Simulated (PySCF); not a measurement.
**CuNBr: relaxation and vibrations of the quartet**

Where does quartet CuNBr go from a linear start, is the end point a minimum, and what are its modes, charges and moments?

Program: PySCF 2.14.0. Level of theory: PBE0, basis Cu def2-TZVP, N def2-TZVP, Br def2-TZVP, no relativity, density fitting. These are calculated values, not measurements.

## 1. Starting geometry

3 atoms, charge 0, spin multiplicity 4.

Bond lengths: Cu1–N2 1.750 Å, Cu1–Br3 2.260 Å. Angles: N2–Cu1–Br3 180.0°.

Z-matrix (Å, degrees; charge 0 multiplicity 4):
```
Cu
N  1 1.7500
Br 1 2.2600 2 180.00
```

## 2. The SCF at the typed geometry

The steps below are one call of a driver around PySCF. For each, scf.py gives the equivalent set-up of the SCF; relaxations use the driver's own optimiser. After this first run the driver tries any further starts and a stability analysis.

Contents of scf.py:

```python
from pyscf import gto, scf, dft
mol = gto.M(atom='''
Cu     0.000000     0.000000     0.000000
N      0.000000     0.000000    -1.750000
Br     0.000000     0.000000     2.260000''',
    basis={'Cu': 'def2-TZVP', 'N': 'def2-TZVP', 'Br': 'def2-TZVP'},
    charge=0, spin=3)
mf = dft.UKS(mol, xc='PBE0')
mf.grids.atom_grid = (50, 194)
aux = {'Cu': 'def2-universal-JKFIT', 'N': 'def2-universal-JKFIT', 'Br': 'def2-universal-JKFIT'}
mf = mf.density_fit(auxbasis=aux)
mf.conv_tol = 1e-08
mf.diis_space = 10
mf.max_cycle = 60
mf.init_guess = 'minao'
mf.verbose = 4
mf.kernel()
```

The run is started by

```console
OMP_NUM_THREADS=4 python axn.py task.json out
```

The runs that follow: Linear start, quartet: relaxation; Frequencies.

**Question.** What will these runs give? Wanted: minimum; geometry; wavenumbers; dipole moment; highest occupied, lowest empty level; polar-tensor charge of Cu1; zero-point energy; atomisation energy; ⟨S²⟩.

As calculated:

```
                                          quantity                                        value
                                           minimum                                 quartet, C∞v
                                          geometry  Cu–Br 2.232 Å, Cu–N 1.762 Å; Br–Cu–N 180.0°
                                wavenumbers (cm⁻¹)                   33 (π), 285 (σ+), 583 (σ+)
                                     dipole moment                                       3.45 D
highest occupied, lowest empty level (either spin)                              -7.74, -5.28 eV
                        polar-tensor charge of Cu1                                      +0.38 e
                                 zero-point energy                                   5.6 kJ/mol
                               entropy at 298.15 K                              315.0 J/(mol K)
         atomisation energy (no zero-point energy)                                   425 kJ/mol
                                              ⟨S²⟩                                        3.761
```

**Reading.** The molecule stays C∞v, as typed, and the end point is a minimum. In the infrared the band at 583 cm⁻¹ (σ+, stretch) leads. Most of the spin sits on N2 (Mulliken spin 2.52, against 3 for the whole molecule). Only this shape and spin were tried, so other structures or states may lie lower. One determinant may miss the lowest occupation of an open d or f shell.
